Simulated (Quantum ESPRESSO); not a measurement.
Here is a Quantum ESPRESSO 7.5 calculation.

File pw.in:

```
&CONTROL
  calculation = 'scf'
  prefix = 'pwscf'
  outdir = './tmp'
  pseudo_dir = './pseudo'
  tprnfor = .true.
  tstress = .true.
  disk_io = 'nowf'
/
&SYSTEM
  ibrav = 0
  nat = 7
  ntyp = 3
  ecutwfc = 55
  ecutrho = 440
  nbnd = 38
  occupations = 'smearing'
  smearing = 'fd'
  degauss = 0.00367493
/
&ELECTRONS
  conv_thr = 1.4d-09
  electron_maxstep = 120
  mixing_beta = 0.5
/
ATOMIC_SPECIES
Y     88.9058 Y_pbe_v1.uspp.F.UPF
Re   186.2070 Re_pbe_v1.2.uspp.F.UPF
S     32.0600 s_pbe_v1.4.uspp.F.UPF
CELL_PARAMETERS angstrom
   4.2731500100    0.0000000000    0.0000000000
   0.0000000000    4.2731500100    0.0000000000
   0.0000000000    0.0000000000    7.7027639800
ATOMIC_POSITIONS crystal
Y      0.5000000000    0.5000000000    0.0000000000
Re     0.0000000000    0.0000000000    0.5000000000
S      0.0000000000    0.5000000000    0.2989495400
S      0.0000000000    0.5000000000    0.7010504600
S      0.5000000000    0.0000000000    0.2989495400
S      0.5000000000    0.0000000000    0.7010504600
S      0.0000000000    0.0000000000    0.0000000000
K_POINTS automatic
6 6 4 0 0 0
```

Potentials or basis: SSSP 1.3 efficiency PBE.

Launch:

```sh
$ OMP_NUM_THREADS=1 pw.x -in pw.in > pw.out
```

Problem. Estimate the band gap on the k mesh.

Solution. None (metal or under the smearing width).

Problem. Predict the pressure.

Solution. -12.6 GPa.

Problem. What does it give for the largest force?

Solution. 1.187 eV/Å.

Stress tensor (GPa, compression positive):
```
-13.71   0.00   0.00
  0.00 -13.71   0.00
  0.00   0.00 -10.23
```

Caveat: forces of over 1 eV/Å show positions far from the minimum, so gaps and moduli don't describe the material at rest. Spin-orbit coupling is left out, which matters for the levels of Re.
